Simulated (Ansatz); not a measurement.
# CH5ClSi: the cost of one run

Method: PBE0-D4/def2-TZVP structures, single points in def2-TZVPP, no counterpoise correction; program: Ansatz 0.2.0, Gaussian basis.

Levels: SPW92, PBE-D4, BLYP-D4, r2SCAN-D4, B97M-V, PBE0-D4, B3LYP-D4, r2SCAN0-D4, BHLYP-D4, CAM-B3LYP-D4, wB97X-V, wB97M-V, B2PLYP, PBE-QIDH, RPA on PBE, Hartree-Fock, MP2, CCSD, CCSD(T).

Correlated methods freeze the cores. B3LYP uses VWN-RPA correlation. B2PLYP carries no dispersion term here.

94 further runs of the same task are left out: 94 set aside as unsound or not needed.

## Step 1: Where the work starts

The complex: 11 atoms, charge 0, spin multiplicity 1.

Atoms are counted from 1 here; the program's logs count them from 0.

Bond lengths: Si1–H3 1.484 Å, Si1–H4 1.482 Å, Si1–C5 1.851 Å, Si1–Cl7 2.080 Å, O2–H6 0.963 Å, O2–H8 0.960 Å, C5–H9 1.092 Å, C5–H10 1.092 Å, C5–H11 1.094 Å. Angles: H3–Si1–H4 109.4°, H3–Si1–C5 112.4°, H3–Si1–Cl7 105.5°, H4–Si1–C5 112.6°, H4–Si1–Cl7 106.6°, C5–Si1–Cl7 110.0°, H6–O2–H8 105.2°, Si1–C5–H9 109.7°, Si1–C5–H10 111.0°, Si1–C5–H11 109.6°, H9–C5–H10 109.4°, H9–C5–H11 108.8°, H10–C5–H11 108.4°.

As a file:

```xyz
11

Si   -0.7779    0.2795   -0.9436
O     1.7370    0.7532    1.4365
H    -1.7384    0.1196   -2.0630
H    -1.0722    1.5377   -0.2182
C    -0.7453   -1.1963    0.1734
H     1.9783    0.7880    0.5049
Cl    1.0817    0.5328   -1.8399
H     1.7708    1.6634    1.7387
H    -0.0261   -1.0321    0.9781
H    -0.4717   -2.0979   -0.3782
H    -1.7362   -1.3477    0.6114
```

Its parts: CH5ClSi holds atoms 1, 3, 4, 5, 7, 9, 10, 11; H2O holds atoms 2, 6, 8. Each part counts its atoms afresh in its own runs.

## Step 2: Relaxing CH5ClSi alone

Input file relax-a/in.yaml:

```yaml
crystal:
  periodic: [false, false, false]
  atoms:
    - {symbol: Si, position_ang: [-0.777876, 0.279524, -0.943643]}
    - {symbol: H, position_ang: [-1.738402, 0.119625, -2.063019]}
    - {symbol: H, position_ang: [-1.072234, 1.537690, -0.218153]}
    - {symbol: C, position_ang: [-0.745339, -1.196335, 0.173441]}
    - {symbol: Cl, position_ang: [1.081746, 0.532834, -1.839886]}
    - {symbol: H, position_ang: [-0.026067, -1.032079, 0.978087]}
    - {symbol: H, position_ang: [-0.471691, -2.097905, -0.378213]}
    - {symbol: H, position_ang: [-1.736207, -1.347746, 0.611382]}
basis:
  gaussian: {orbitals: def2-TZVP}
hamiltonian: {xc: pbe0, dispersion: d4}
relax: {f_tol: 0.005, max_steps: 200}
```

Command:

```
$ ansatz run in.yaml --threads 4 --pin off --events-out ev --progress --plain --max-ram 9574MiB
```

**Question.** How long does this run take on 4 threads of Arm Neoverse V1, shared host?

About 9 s.
